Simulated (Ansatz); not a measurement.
# Cd2Sb2Mo: the cost of one run

Computed with Ansatz 0.2.0 (reference: DFT r2SCAN, plane waves, PAW, scalar-relativistic, no spin polarisation, unless a step's input says otherwise).

2 further runs of the same task are left out: 1 that didn't finish, 1 set aside as unsound or not needed.

### 1 The structure to begin with

Symmetry: Ibam, No. 72, orthorhombic system. Conventional cell: a = 6.823 Å, b = 13.408 Å, c = 6.602 Å, α = 90.00°, β = 90.00°, γ = 90.00°. Cd (site symmetry m) has 2 Mo at 3.20 Å and 6 Sb at 3.37 to 3.46 Å as nearest neighbours. Around Sb (site symmetry m) lie 2 Mo at 2.63 Å. Mo (site symmetry 222) has 4 Sb at 2.63 Å as nearest neighbours.

Coordinates:

```xyz
10
Lattice="0.0000 0.0000 6.6025 6.7038 -3.4114 3.3012 6.7038 3.4114 -3.3012" Properties=species:S:1:pos:R:3 pbc="T T T"
Cd    4.8631    2.0316    0.0000
Cd    8.5445   -2.0316    6.6025
Cd    4.8631   -2.0316    3.3012
Cd    8.5445    2.0316    3.3012
Sb    8.1922   -1.4099    3.3012
Sb    5.2154    1.4099    3.3012
Sb    8.1922    1.4099    0.0000
Sb    5.2154   -1.4099    6.6025
Mo    6.7038    0.0000    1.6506
Mo    6.7038    0.0000    4.9519
```

### 2 The reference run

Contents of input.yaml:

```yaml
crystal:
  lattice:
    - [0.0, 0.0, 6.602487]
    - [6.703806, -3.411385, 3.301244]
    - [6.703806, 3.411385, -3.301244]
  atoms:
    - { symbol: Cd, position: [0.29777, 0.06494, 0.66048] }
    - { symbol: Cd, position: [0.70223, 0.93506, 0.33952] }
    - { symbol: Cd, position: [0.20223, 0.66048, 0.06494] }
    - { symbol: Cd, position: [0.79777, 0.33952, 0.93506] }
    - { symbol: Sb, position: [0.29336, 0.81765, 0.40437] }
    - { symbol: Sb, position: [0.70664, 0.18235, 0.59563] }
    - { symbol: Sb, position: [0.20664, 0.40437, 0.81765] }
    - { symbol: Sb, position: [0.79336, 0.59563, 0.18235] }
    - { symbol: Mo, position: [0.25, 0.5, 0.5] }
    - { symbol: Mo, position: [0.75, 0.5, 0.5] }
  symmetry: { tolerance: 0.0003 }
kpoints:
  mp_grid: { grid: [4, 4, 4], shift: [0, 0, 0] }
magnetization:
  spin_polarized: false
scf:
  occupations: { method: fermi_dirac, width: 0.0102 }
hamiltonian:
  pseudopotentials: { kind: paw }
  xc: r2scan
basis:
  ecutwfc: 500
output:
  forces: true
  stress: true
  eigenvalues: true
  write_density: true
  write_potential: true
  elf: true
  volumetric_format: npy
```

On the command line:

```bash
> ansatz run input.yaml --threads 1 --pin off --max-ram 2560MiB --backend cpu --events-out ev --progress --plain --runs-dir out
```

What time and memory should one allow on 1 thread of Intel Xeon Platinum 8259CL at 2.50GHz (Skylake/Cascade Lake), shared host?

About 83 s, with a peak of 1.7 GiB.
